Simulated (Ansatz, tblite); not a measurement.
**The cluster TaO₄: rung by rung**

Aim: run the doublet of the cluster TaO₄ at one geometry on many levels, and compare frontier levels, spin and run time.

The runs use Ansatz 0.2.0, Gaussian basis; as each input shows.

Levels to be run: GFN1-xTB, GFN2-xTB, PBE-D4/def2-TZVP, r2SCAN-D4/def2-TZVP, r2SCANh-D4/def2-TZVP, HF/def2-TZVP, PBE-QIDH/def2-TZVP, PBE-D4/def2-SVP, PBE0-D4/def2-SVP, CCSD(T)/def2-TZVP, RPA/def2-TZVP.

3 further runs of the same task are left out: 3 set aside as unsound or not needed. Runs told in other sessions of the task aren't counted.

## (1) The relaxed structure

The doublet was relaxed beforehand with r2SCAN-D4/def2-SVP. At that level it is the lowest of the isomers that a small search found.

5 atoms, charge 0, spin multiplicity 2.

Bond lengths: Ta1–O2 2.184 Å, Ta1–O3 2.066 Å, Ta1–O4 1.747 Å, Ta1–O5 1.747 Å, O2–O3 1.327 Å. Angles: O2–Ta1–O3 36.3°, O2–Ta1–O4 120.8°, O2–Ta1–O5 120.8°, O3–Ta1–O4 104.6°, O3–Ta1–O5 104.4°, O4–Ta1–O5 108.9°, Ta1–O2–O3 67.0°, Ta1–O3–O2 76.7°.

Ta takes a core potential in the def2 sets. No spin-orbit coupling is included.

PBE0-D4/def2-TZVP was run before; its log isn't repeated, and its numbers join the tables.

## (2) GFN1-xTB

Tight binding, by tblite at 300 K electronic temperature and without a spin-polarisation term:

```python
tblite.interface.Calculator('GFN1-xTB', numbers, positions, charge=0, uhf=1).singlepoint()
```

Energy -561.8013 eV; 0.003 s.

## (3) GFN2-xTB

Tight binding, by tblite at 300 K electronic temperature and without a spin-polarisation term:

```python
tblite.interface.Calculator('GFN2-xTB', numbers, positions, charge=0, uhf=1).singlepoint()
```

Energy -490.3578 eV; 0.004 s.

## (4) PBE-D4/def2-TZVP

start.molden holds the orbitals of an earlier run on this state, given as this run's starting guess.

File in.yaml:

```yaml
crystal:
  periodic: [false, false, false]
  atoms:
    - {symbol: Ta, position_ang: [-0.379640, -0.339783, 0.317758]}
    - {symbol: O, position_ang: [1.724298, -0.550770, -0.227789]}
    - {symbol: O, position_ang: [1.175897, 0.560874, -0.701433]}
    - {symbol: O, position_ang: [-0.883088, 0.851297, 1.491697]}
    - {symbol: O, position_ang: [-1.637469, -0.521609, -0.880233]}
basis:
  gaussian: {orbitals: def2-TZVP, initial_orbitals: start.molden}
magnetization: {spin_polarized: true, initial_magnetization: 1}
hamiltonian: {xc: pbe, dispersion: d4}
scf: {omitted_lower_state_checks: [starts]}
output: {forces: true, orbitals: {seedname: orbitals}}
```

Run with:

```console
> ansatz run in.yaml --threads 4 --pin off --events-out ev --progress --plain --max-ram 4787MiB
```

Output:

```text
Functional definition: PBE
  name "PBE"
  cite "Perdew, Burke & Ernzerhof, Phys. Rev. Lett. 77, 3865 (1996) doi:10.1103/PhysRevLett.77.3865"
  parent pbe
  parameter kappa = 0.804
  parameter beta = 0.06672455060314922
  exchange = pbe_x(kappa = kappa, mu = beta*pi^2/3)
  correlation = pbe_c(beta = beta)
these checks for a lower state are left out or cut short: starts
941 factors; their error is unknown
mean field evaluation 1: about -9736.4372 eV, gradient 7.8e0 eV
mean field evaluation 2: about -9736.6259 eV, gradient 2.3e-1 eV
mean field evaluation 4: about -9736.6182 eV, gradient 2.2e-1 eV
mean field evaluation 8: about -9736.6183 eV, gradient 2.3e-5 eV
mean field -9736.61834312 eV, -357.8141243927 hartree, gradient 2.3e-5 eV, S^2 0.753621; 0 other end points of the search recorded, 0 dependent functions left out
the calculation of the forces begins
reference -9736.61838245 eV, -357.8141258380 hartree; 23, 22 occupied and 141, 142 virtual orbitals, 941 factors
Total energy: -9736.72892291 eV, -357.8181881250 hartree
Atom 0 at    -0.379640    -0.339783     0.317758 Å, force     0.529570    -0.262665    -0.017145 eV/Å
Atom 1 at     1.724298    -0.550770    -0.227789 Å, force     0.277206    -0.589197     0.252500 eV/Å
Atom 2 at     1.175897     0.560874    -0.701433 Å, force    -0.303147     0.576461    -0.234774 eV/Å
Atom 3 at    -0.883088     0.851297     1.491697 Å, force    -0.139104     0.342550     0.350430 eV/Å
Atom 4 at    -1.637469    -0.521609    -0.880233 Å, force    -0.364525    -0.067149    -0.351010 eV/Å
Dipole moment:     0.487166    -0.793990     0.304889 e Å
Checks for a lower state left out: starts
```

Wall time 2.7 s (4 threads of Arm Neoverse V1, shared host).

Report: HOMO -6.73 eV, LUMO -6.10 eV (over both spins); ⟨S²⟩ 0.754 (pure: 0.75).

## (5) r2SCAN-D4/def2-TZVP

in.yaml, as its differences from that of step 4:

```diff
@@ -11,4 +11,4 @@
 magnetization: {spin_polarized: true, initial_magnetization: 1}
-hamiltonian: {xc: pbe, dispersion: d4}
+hamiltonian: {xc: r2scan, dispersion: d4}
 scf: {omitted_lower_state_checks: [starts]}
-output: {forces: true, orbitals: {seedname: orbitals}}
+output: {orbitals: {seedname: orbitals}}
```

Launched as before.

Output:

```text
Functional definition: r2SCAN
  name "r2SCAN"
  cite "Furness, Kaplan, Ning, Perdew & Sun, J. Phys. Chem. Lett. 11, 8208 (2020) doi:10.1021/acs.jpclett.0c02405"
  cite "Furness, Kaplan, Ning, Perdew & Sun, J. Phys. Chem. Lett. 11, 9248 (2020) doi:10.1021/acs.jpclett.0c03077"
  parent r2scan
  parameter k0 = 0.174
  parameter k1 = 0.065
  parameter a1 = 4.9479
  exchange = r2scan_x(k0 = k0, k1 = k1, a1 = a1)
  correlation = r2scan_c
these checks for a lower state are left out or cut short: starts
941 factors; their error is unknown
mean field evaluation 1: about -9740.4668 eV, gradient 4.2e0 eV
mean field evaluation 2: about -9740.5270 eV, gradient 9.6e-2 eV
mean field evaluation 4: about -9740.5156 eV, gradient 3.7e-3 eV
mean field evaluation 8: about -9740.5156 eV, gradient 4.4e-6 eV
mean field -9740.51556416 eV, -357.9573446244 hartree, gradient 4.4e-6 eV, S^2 0.757470; 0 other end points of the search recorded, 0 dependent functions left out
reference -9740.51557783 eV, -357.9573451268 hartree; 23, 22 occupied and 141, 142 virtual orbitals, 941 factors
Total energy: -9740.54057930 eV, -357.9582639139 hartree
Checks for a lower state left out: starts
```

Run time: 5.5 s. Hardware: 4 threads of Arm Neoverse V1, shared host.

Report: HOMO -7.04 eV, LUMO -5.83 eV (over both spins); ⟨S²⟩ 0.757 (pure: 0.75).

## (6) r2SCANh-D4/def2-TZVP

in.yaml, as its differences from that of step 5:

```diff
@@ -11,3 +11,3 @@
 magnetization: {spin_polarized: true, initial_magnetization: 1}
-hamiltonian: {xc: r2scan, dispersion: d4}
+hamiltonian: {xc: {name: r2SCANh}, dispersion: d4}
 scf: {omitted_lower_state_checks: [starts]}
```

Same command.

Output, shortened:

```text
Functional definition: r2SCANh
  name "r2SCANh"
  cite "Bursch, Neugebauer, Ehlert & Grimme, J. Chem. Phys. 156, 134105 (2022) doi:10.1063/5.0086040"
  cite "Furness, Kaplan, Ning, Perdew & Sun, J. Phys. Chem. Lett. 11, 8208 (2020) doi:10.1021/acs.jpclett.0c02405"
  cite "Furness, Kaplan, Ning, Perdew & Sun, J. Phys. Chem. Lett. 11, 9248 (2020) doi:10.1021/acs.jpclett.0c03077"
  parent r2scan
[...]
941 factors; their error is unknown
[...]
mean field -9739.06420760 eV, -357.9040082544 hartree, gradient 1.7e-5 eV, S^2 0.759024; 0 other end points of the search recorded, 0 dependent functions left out
reference -9739.06422025 eV, -357.9040087194 hartree; 23, 22 occupied and 141, 142 virtual orbitals, 941 factors
Total energy: -9739.09131139 eV, -357.9050043003 hartree
Checks for a lower state left out: starts
```

It took 6 s on 4 threads of Arm Neoverse V1, shared host.

Report: HOMO -7.63 eV, LUMO -5.29 eV (over both spins); ⟨S²⟩ 0.759 (pure: 0.75).

## (7) HF/def2-TZVP

in.yaml, as its differences from that of step 6:

```diff
@@ -11,3 +11,3 @@
 magnetization: {spin_polarized: true, initial_magnetization: 1}
-hamiltonian: {xc: {name: r2SCANh}, dispersion: d4}
+hamiltonian: {xc: hf}
 scf: {omitted_lower_state_checks: [starts]}
```

The command is unchanged.

Output:

```text
Functional definition: HF
  name "HF"
  cite "Fock, Z. Phys. 61, 126 (1930) doi:10.1007/BF01340294"
  parent pbe
  exchange = exact_x
  correlation = 0
these checks for a lower state are left out or cut short: starts
1262 factors; their error is unknown
mean field evaluation 1: about -9684.0454 eV, gradient 2.1e1 eV
mean field evaluation 2: about -9685.3975 eV, gradient 1.5e0 eV
mean field evaluation 4: about -9685.5552 eV, gradient 4.3e-1 eV
mean field evaluation 8: about -9685.5557 eV, gradient 8.1e-5 eV
mean field -9685.55565661 eV, -355.9376052751 hartree, gradient 1.1e-5 eV, S^2 0.784582; 0 other end points of the search recorded, 0 dependent functions left out
reference -9685.55565661 eV, -355.9376052751 hartree; 23, 22 occupied and 141, 142 virtual orbitals, 1262 factors
Total energy: -9685.55565661 eV, -355.9376052751 hartree
Checks for a lower state left out: starts
```

Run time: 3.7 s. Hardware: 4 threads of Arm Neoverse V1, shared host; peak memory 0.56 GiB.

From the report: HOMO -12.26 eV, LUMO -1.37 eV (over both spins); ⟨S²⟩ 0.785 (pure: 0.75).

## (8) PBE-QIDH/def2-TZVP

in.yaml, as its differences from that of step 7:

```diff
@@ -11,4 +11,3 @@
 magnetization: {spin_polarized: true, initial_magnetization: 1}
-hamiltonian: {xc: hf}
+hamiltonian: {xc: {name: PBE-QIDH}}
 scf: {omitted_lower_state_checks: [starts]}
-output: {orbitals: {seedname: orbitals}}
```

Same command.

Output, shortened:

```text
Functional definition: PBE-QIDH
  name "PBE-QIDH"
  cite "Brémond, Sancho-García, Pérez-Jiménez & Adamo, J. Chem. Phys. 141, 031101 (2014) doi:10.1063/1.4890314"
  cite "Perdew, Burke & Ernzerhof, Phys. Rev. Lett. 77, 3865 (1996) doi:10.1103/PhysRevLett.77.3865"
[...]
1190 factors; integrals over basis functions are off by at most 6.7e-4 eV
[...]
mean field -9716.24829107 eV, -357.0655387871 hartree, gradient 6.5e-6 eV, S^2 0.769852; 0 other end points of the search recorded, 0 dependent functions left out
4 core orbitals not correlated: weight in the atoms' cores, before any rotation towards them, 1.000 or more for the frozen orbitals, at most 0.000 for the correlated occupied ones
reference -9716.24830313 eV, -357.0655392304 hartree; 19, 18 occupied and 141, 142 virtual orbitals, 1190 factors
second order -40.87913525 eV of doubles, -0.00000000 eV of singles
Total energy: -9729.87468155 eV, -357.5662994009 hartree
Checks for a lower state left out: starts
```

It took 6.5 s on 4 threads of Arm Neoverse V1, shared host.

Report: ⟨S²⟩ 0.770 (pure: 0.75).

## (9) PBE-D4/def2-SVP

in.yaml, as its differences from that of step 8:

```diff
@@ -9,5 +9,6 @@
 basis:
-  gaussian: {orbitals: def2-TZVP, initial_orbitals: start.molden}
+  gaussian: {orbitals: def2-SVP, initial_orbitals: start.molden}
 magnetization: {spin_polarized: true, initial_magnetization: 1}
-hamiltonian: {xc: {name: PBE-QIDH}}
+hamiltonian: {xc: pbe, dispersion: d4}
 scf: {omitted_lower_state_checks: [starts]}
+output: {orbitals: {seedname: orbitals}}
```

The command is unchanged.

Output:

```text
Functional definition: PBE
  name "PBE"
  cite "Perdew, Burke & Ernzerhof, Phys. Rev. Lett. 77, 3865 (1996) doi:10.1103/PhysRevLett.77.3865"
  parent pbe
  parameter kappa = 0.804
  parameter beta = 0.06672455060314922
  exchange = pbe_x(kappa = kappa, mu = beta*pi^2/3)
  correlation = pbe_c(beta = beta)
these checks for a lower state are left out or cut short: starts
876 factors; their error is unknown
mean field evaluation 1: about -9725.8602 eV, gradient 1.9e1 eV
mean field evaluation 2: about -9726.3726 eV, gradient 6.9e-1 eV
mean field evaluation 4: about -9726.3467 eV, gradient 1.5e-1 eV
mean field evaluation 8: about -9726.3468 eV, gradient 2.7e-5 eV
mean field -9726.34681845 eV, -357.4366528233 hartree, gradient 2.7e-5 eV, S^2 0.753383; 0 other end points of the search recorded, 0 dependent functions left out
reference -9726.34687427 eV, -357.4366548747 hartree; 23, 22 occupied and 65, 66 virtual orbitals, 876 factors
Total energy: -9726.45741473 eV, -357.4407171617 hartree
Checks for a lower state left out: starts
```

Wall time 1.4 s (4 threads of Arm Neoverse V1, shared host).

Report: HOMO -6.66 eV, LUMO -6.07 eV (over both spins); ⟨S²⟩ 0.753 (pure: 0.75).

## (10) PBE0-D4/def2-SVP

in.yaml, as its differences from that of step 9:

```diff
@@ -11,3 +11,3 @@
 magnetization: {spin_polarized: true, initial_magnetization: 1}
-hamiltonian: {xc: pbe, dispersion: d4}
+hamiltonian: {xc: pbe0, dispersion: d4}
 scf: {omitted_lower_state_checks: [starts]}
```

The command is unchanged.

Output:

```text
Functional definition: PBE0
  name "PBE0"
  cite "Adamo & Barone, J. Chem. Phys. 110, 6158 (1999) doi:10.1063/1.478522"
  cite "Perdew, Burke & Ernzerhof, Phys. Rev. Lett. 77, 3865 (1996) doi:10.1103/PhysRevLett.77.3865"
  parent pbe
  parameter a = 0.25
  parameter kappa = 0.804
  parameter beta = 0.06672455060314922
  exchange = (1 - a)*pbe_x(kappa = kappa, mu = beta*pi^2/3) + a*exact_x
  correlation = pbe_c(beta = beta)
these checks for a lower state are left out or cut short: starts
828 factors; integrals over basis functions are off by at most 6.4e-4 eV
mean field evaluation 1: about -9723.2460 eV, gradient 1.9e1 eV
mean field evaluation 2: about -9723.5634 eV, gradient 4.7e-1 eV
mean field evaluation 4: about -9723.7372 eV, gradient 4.1e-3 eV
mean field -9723.73722921 eV, -357.3407521878 hartree, gradient 3.2e-5 eV, S^2 0.756876; 0 other end points of the search recorded, 0 dependent functions left out
reference -9723.73727179 eV, -357.3407537523 hartree; 23, 22 occupied and 65, 66 virtual orbitals, 828 factors
Total energy: -9723.83075344 eV, -357.3441891396 hartree
Checks for a lower state left out: starts
```

Wall time 1.7 s (4 threads of Arm Neoverse V1, shared host).

HOMO -8.30 eV, LUMO -4.73 eV (over both spins); ⟨S²⟩ 0.757 (pure: 0.75).

## (11) CCSD(T)/def2-TZVP

in.yaml, as its differences from that of step 10:

```diff
@@ -9,6 +9,6 @@
 basis:
-  gaussian: {orbitals: def2-SVP, initial_orbitals: start.molden}
+  gaussian: {orbitals: def2-TZVP, initial_orbitals: start.molden}
 magnetization: {spin_polarized: true, initial_magnetization: 1}
-hamiltonian: {xc: pbe0, dispersion: d4}
-scf: {omitted_lower_state_checks: [starts]}
+correlation: {method: ccsd_t}
+scf: {omitted_lower_state_checks: [starts, cluster_reference]}
 output: {orbitals: {seedname: orbitals}}
```

Launched as before.

Output, shortened:

```text
Functional definition: HF
  name "HF"
  cite "Fock, Z. Phys. 61, 126 (1930) doi:10.1007/BF01340294"
  parent pbe
[...]
1190 factors; integrals over basis functions are off by at most 6.7e-4 eV
[...]
mean field -9685.55573291 eV, -355.9376080790 hartree, gradient 5.1e-6 eV, S^2 0.784582; 0 other end points of the search recorded, 0 dependent functions left out
4 core orbitals not correlated: weight in the atoms' cores, before any rotation towards them, 1.000 or more for the frozen orbitals, at most 0.000 for the correlated occupied ones
reference -9685.55573291 eV, -355.9376080790 hartree; 19, 18 occupied and 141, 142 virtual orbitals, 1190 factors
second order -35.62013920 eV of doubles, -0.00000000 eV of singles
cycle   1  -32.15483791 eV  change     3.5e0 eV  update   2.7e-1
[...]
cycle  16  -34.10670848 eV  change   -1.5e-5 eV  update   8.0e-6
perturbative correction -1.83887680 eV, -0.0675774759 hartree
Total energy: -9721.50131819 eV, -357.2585839732 hartree
Checks for a lower state left out: starts, cluster_reference
```

It took 8.3 min on 4 threads of Arm Neoverse V1, shared host; peak memory 2.9 GiB.

From the report: Hartree-Fock HOMO -12.26 eV, LUMO -1.37 eV (over both spins); ⟨S²⟩ 0.785 (pure: 0.75); T1 0.024.

## (12) RPA/def2-TZVP

in.yaml, as its differences from that of step 11:

```diff
@@ -11,4 +11,4 @@
 magnetization: {spin_polarized: true, initial_magnetization: 1}
-correlation: {method: ccsd_t}
-scf: {omitted_lower_state_checks: [starts, cluster_reference]}
-output: {orbitals: {seedname: orbitals}}
+hamiltonian: {xc: pbe}
+correlation: {method: rpa}
+scf: {omitted_lower_state_checks: [starts]}
```

The command is unchanged.

Output, shortened:

```text
Functional definition: PBE
  name "PBE"
  cite "Perdew, Burke & Ernzerhof, Phys. Rev. Lett. 77, 3865 (1996) doi:10.1103/PhysRevLett.77.3865"
  parent pbe
[...]
1190 factors; integrals over basis functions are off by at most 6.7e-4 eV
[...]
mean field -9736.61828114 eV, -357.8141221152 hartree, gradient 1.3e-6 eV, S^2 0.753621; 0 other end points of the search recorded, 0 dependent functions left out
4 core orbitals not correlated: weight in the atoms' cores, before any rotation towards them, 1.000 or more for the frozen orbitals, at most 0.000 for the correlated occupied ones
reference -9682.80828548 eV, -355.8366412481 hartree; 19, 18 occupied and 141, 142 virtual orbitals, 1190 factors
Total energy: -9734.00498084 eV, -357.7180851002 hartree
Checks for a lower state left out: starts
```

Wall time 5.5 s (4 threads of Arm Neoverse V1, shared host).

Report: ⟨S²⟩ 0.754 (pure: 0.75).

## (13) Levels side by side

```csv
level,functions,HOMO (eV),LUMO (eV),gap (eV),⟨S²⟩,time
HF/def2-TZVP,164,-12.26,-1.37,10.88,0.785,3.7 s
PBE-D4/def2-SVP,88,-6.66,-6.07,0.58,0.753,1.4 s
PBE-D4/def2-TZVP,164,-6.73,-6.10,0.63,0.754,2.7 s
r2SCAN-D4/def2-TZVP,164,-7.04,-5.83,1.21,0.757,5.5 s
r2SCANh-D4/def2-TZVP,164,-7.63,-5.29,2.34,0.759,6 s
PBE0-D4/def2-SVP,88,-8.30,-4.73,3.57,0.757,1.7 s
PBE0-D4/def2-TZVP,164,-8.30,-4.71,3.58,0.758,3.3 s
```

The pieces so far (eV):

```csv
basis,HF,MP2 correlation,CCSD correlation,(T),total
def2-TZVP,-9685.5557,-35.6201,-34.1067,-1.8389,-9721.5013
```

## (14) Binding energy

Free atoms were run apart at each level; binding is atoms less cluster, divided by the number of atoms, without zero-point or spin-orbit terms.

Differences are taken before rounding.

```
              method  binding an atom (eV)  from CCSD(T)/def2-TZVP (eV)     time
        HF/def2-TZVP                 2.091                       -2.334    3.7 s
     PBE-D4/def2-SVP                 5.059                       +0.633    1.4 s
    PBE-D4/def2-TZVP                 5.019                       +0.593    2.7 s
 r2SCAN-D4/def2-TZVP                 4.708                       +0.282    5.5 s
r2SCANh-D4/def2-TZVP                 4.528                       +0.102      6 s
    PBE0-D4/def2-SVP                 4.501                       +0.075    1.7 s
   PBE0-D4/def2-TZVP                 4.518                       +0.092    3.3 s
  PBE-QIDH/def2-TZVP                 4.459                       +0.034    6.5 s
       RPA/def2-TZVP                 4.193                       -0.233    5.5 s
       MP2/def2-TZVP                 4.880                       +0.454         
      CCSD/def2-TZVP                 4.164                       -0.262         
   CCSD(T)/def2-TZVP                 4.426                            0  8.3 min
```

Among the levels timed on like hardware and quicker than the yardstick, those that no quicker one beats, quickest first: PBE-D4/def2-SVP (1.4 s, +0.633 eV); PBE0-D4/def2-SVP (1.7 s, +0.075 eV); PBE-QIDH/def2-TZVP (6.5 s, +0.034 eV).

## (15) Outcome

```
                                                                   quantity                            value
 gap in def2-TZVP, named functionals and Hartree-Fock, smallest and largest  0.63 eV (PBE-D4), 10.88 eV (HF)
                                      correlation energy, CCSD(T)/def2-TZVP                        -35.95 eV
                                         binding an atom, CCSD(T)/def2-TZVP                         4.426 eV
⟨S²⟩ in def2-TZVP, named functionals and Hartree-Fock, smallest and largest                     0.754, 0.785
                            PBE0 total energy, smallest basis above largest   10.42 eV (def2-SVP, def2-TZVP)
```

In words: Orbital gaps of the named functionals and Hartree-Fock in def2-TZVP span 0.63 eV (PBE-D4) to 10.88 eV (HF); exact exchange widens it. The functionals in def2-TZVP miss CCSD(T)/def2-TZVP by +0.034 (PBE-QIDH) to +0.593 eV (PBE-D4) an atom. The reference is CCSD(T) in one finite basis, so it carries an error of its own, often a tenth of an eV or more, and near misses can't be ranked. Over the named functionals and Hartree-Fock in def2-TZVP spin contamination reaches 0.03 (HF), which is small.

PBE-QIDH/def2-TZVP reaches 0.034 eV from the reference in 6.5 s, where CCSD(T)/def2-TZVP took 8.3 min; the quickest level in the cost chart, PBE-D4/def2-SVP, takes 1.4 s and misses by 0.633 eV. The slowest run with a step of its own, CCSD(T)/def2-TZVP, took 8.3 min; the quickest functional in def2-TZVP took 2.7 s (shared host).
